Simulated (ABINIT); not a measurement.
SiHg, 2 atoms in the cell. The structure is cubic, space group Pm-3m (No. 221). The conventional cell has a = 3.449 Å, b = 3.449 Å, c = 3.449 Å, α = 90.00°, β = 90.00°, γ = 90.00°. Si (site symmetry m-3m) has 8 Hg at 2.99 Å as nearest neighbours. Hg (site symmetry m-3m) has 8 Si at 2.99 Å as nearest neighbours. The cell was built by a generator and needn't be a form met in nature.

| Property | Result |
| --- | --- |
| Program | ABINIT 10.8.3 (patched build) |
| Task | single point |
| Functional | SCAN |
| Potentials or basis | PseudoDojo NC SR PBE v0.4.1 standard |
| Cutoff | 980 eV |
| k mesh | 6 × 6 × 6 |
| Occupations | fermi-dirac, width 0.05 eV |
| Spin | no spin polarisation |

Potentials or basis: PseudoDojo NC SR PBE v0.4.1 standard.

The run is started by

```bash
$ abinit run.abi > log 2>&1
```

Hardware: 1 thread of AMD EPYC 9R45 96-Core Processor (Zen 5), with other jobs on the host.

Q: Estimate the wall time of this run.

A: Run time: 91 s on 1 thread of AMD EPYC 9R45 96-Core Processor (Zen 5), with other jobs on the host, peak memory 0.13 GiB. Counts: scf iterations 12, mpi ranks 1, k points 20, bands 16, plane waves 2884.
